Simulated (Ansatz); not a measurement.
A run of Ansatz 0.2.0:

input.yaml

```yaml
crystal:
  lattice:
    - [3.60358, 0.0, 0.0]
    - [-1.80179, 3.12079, 0.0]
    - [0.0, 0.0, 19.06651]
  atoms:
    - { symbol: Cs, position: [0.0, 0.0, 0.37399] }
    - { symbol: Li, position: [0.66667, 0.33333, 0.01607] }
    - { symbol: Cr, position: [0.0, 0.0, 0.86637], spin: 3.0 }
    - { symbol: Cr, position: [0.33333, 0.66667, 0.16833], spin: 3.0 }
    - { symbol: Te, position: [0.33333, 0.66667, 0.53891] }
    - { symbol: Te, position: [0.66667, 0.33333, 0.77276] }
    - { symbol: S, position: [0.0, 0.0, 0.1003] }
    - { symbol: S, position: [0.33333, 0.66667, 0.9292] }
    - { symbol: S, position: [0.66667, 0.33333, 0.23408] }
hamiltonian:
  xc: rpbe
  pseudopotentials: { kind: paw }
magnetization:
  spin_polarized: true
kpoints:
  mp_grid: { grid: [6, 6, 1] }
scf:
  occupations: { method: fermi_dirac, width: 0.05 }
output:
  forces: true
  stress: true
  eigenvalues: true
relax:
  f_tol: 0.01
  max_steps: 40
  cell: { stress_tol: 0.05 }
```

Potentials or basis: Ansatz PAW.

Command:

```bash
$ ansatz run input.yaml --threads 8 --pin off --max-ram 20480MiB --backend cpu --events-out ev --progress --plain --runs-dir out
```

Hardware: 8 threads of INTEL(R) XEON(R) PLATINUM 8581C CPU @ 2.30GHz (Emerald Rapids), on a shared host.

**Question.** Estimate the wall time of this run.

**Answer.** It took 30 s on 8 threads of INTEL(R) XEON(R) PLATINUM 8581C CPU @ 2.30GHz (Emerald Rapids), with other jobs on the host, peak memory 1.2 GiB. Counts: scf iterations 183, plane waves 4629, k points 7, bands 58, ion steps 11.
